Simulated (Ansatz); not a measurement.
# C3H4OSi: the cost of one run

Method: RKS PBE0-D4/def2-mTZVP, in Ansatz 0.2.0.

## 1. The structure to begin with

Bond lengths: C1–C2 1.242 Å, C2–Si3 1.914 Å, Si3–C4 1.801 Å, C4–O5 1.293 Å, C1–H6 1.035 Å, Si3–H7 1.495 Å, Si3–H8 1.458 Å, C4–H9 1.134 Å. Angles: C1–C2–Si3 177.7°, C2–C1–H6 173.8°, C2–Si3–C4 110.1°, C2–Si3–H7 105.2°, C2–Si3–H8 105.4°, C4–Si3–H7 112.7°, C4–Si3–H8 115.7°, H7–Si3–H8 106.8°, Si3–C4–O5 118.0°, Si3–C4–H9 121.6°, O5–C4–H9 120.1°.

Structure file:

```xyz
9

C     2.1704    0.0161    1.3423
C     1.2122   -0.1601    0.5719
Si   -0.2363   -0.5015   -0.6322
C    -1.5792    0.6592   -0.3290
O    -2.6533    0.5422   -1.0385
H     2.9295    0.2662    1.9995
H     0.3495   -0.3632   -2.0008
H    -0.5648   -1.9104   -0.4543
H    -1.5394    1.4052    0.5241
```

## 2. Relaxing end A

input.yaml reads:

```yaml
crystal:
  periodic: [false, false, false]
  atoms:
    - { symbol: C, position_ang: [2.1704, 0.0161, 1.3423] }
    - { symbol: C, position_ang: [1.2122, -0.1601, 0.5719] }
    - { symbol: Si, position_ang: [-0.2363, -0.5015, -0.6322] }
    - { symbol: C, position_ang: [-1.5792, 0.6592, -0.329] }
    - { symbol: O, position_ang: [-2.6533, 0.5422, -1.0385] }
    - { symbol: H, position_ang: [2.9295, 0.2662, 1.9995] }
    - { symbol: H, position_ang: [0.3495, -0.3632, -2.0008] }
    - { symbol: H, position_ang: [-0.5648, -1.9104, -0.4543] }
    - { symbol: H, position_ang: [-1.5394, 1.4052, 0.5241] }
basis:
  gaussian: { orbitals: def2-mTZVP }
hamiltonian:
  xc: pbe0
  dispersion: d4
relax:
  f_tol: 0.015
  max_steps: 40
```

Started as:

```
> ansatz run input.yaml --threads 2 --pin off --max-ram 3072MiB --backend cpu --events-out ev --progress --plain --runs-dir out
```

**Question.** How long does this run take on 2 threads of Arm Neoverse V1, shared host, and how much memory does it need?

About 24 s, with a peak of 0.24 GiB.
